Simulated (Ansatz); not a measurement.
# ScSi2: the cost of one run

Program: Ansatz 0.2.0. Level of theory: DFT PBE, scalar-relativistic, plane waves, PAW. These are calculated values, not measurements.

1 further run of the same task is left out (set aside as unsound or not needed). Runs told in other sessions of the task aren't counted.

**1. The system as given**

Symmetry: P6/mmm, No. 191, hexagonal system. Conventional cell: a = 4.033 Å, b = 4.033 Å, c = 3.631 Å, α = 90.00°, β = 90.00°, γ = 120.00°. Sc (site symmetry 6/mmm) is surrounded by 12 Si at 2.95 Å. Si (site symmetry -6m2) has 3 Si at 2.33 Å and 6 Sc at 2.95 Å in its first shell of neighbours.

Structure file:

```cif
data_structure
_symmetry_space_group_name_H-M 'P 1'
_symmetry_Int_Tables_number 1
_cell_length_a 4.0335
_cell_length_b 4.0335
_cell_length_c 3.6309
_cell_angle_alpha 90.000
_cell_angle_beta 90.000
_cell_angle_gamma 120.000
_cell_volume 51.16
loop_
_atom_site_label
_atom_site_type_symbol
_atom_site_fract_x
_atom_site_fract_y
_atom_site_fract_z
_atom_site_occupancy
Sc1 Sc 0.00000 0.00000 0.00000 1
Si1 Si 0.33333 0.66667 0.50000 1
Si2 Si 0.66667 0.33333 0.50000 1
```

An earlier run at PBE left this cell at 17.052 Å³/atom and 0.00 GPa (10×10×10 mesh).

Volume factors to run: 0.980, 1.020, 0.960, 1.040, 1.070, 1.100, 0.945.

**2. At 0.980 of the relaxed volume**

Contents of input.yaml:

```yaml
crystal:
  lattice:
    - [4.0063887564, 0.0, 0.0]
    - [-2.0031943782, 3.4696344405, 0.0]
    - [0.0, 0.0, 3.6065495309]
  atoms:
    - { symbol: Sc, position: [0.0, 0.0, 0.0] }
    - { symbol: Si, position: [0.3333333333, 0.6666666667, 0.5] }
    - { symbol: Si, position: [0.6666666667, 0.3333333333, 0.5] }
basis:
  ecutwfc: 420
  ecutrho_ratio: 4
kpoints:
  mp_grid: { grid: [10, 10, 10] }
hamiltonian:
  xc: pbe
scf:
  occupations: { method: gaussian, width: 0.05 }
output:
  forces: true
  stress: true
  eigenvalues: true
relax:
  f_tol: 0.01
  max_steps: 40
  cell: { stress_tol: 0.1, fix: [volume] }
```

The run is started by

```console
ansatz run input.yaml --threads 2 --pin off --max-ram 2662MiB --backend cpu --events-out ev --progress --plain --runs-dir out
```

Q: Estimate wall time and peak memory on 2 threads of Arm Neoverse V1, shared host.

About 5.9 s, with a peak of 0.34 GiB.
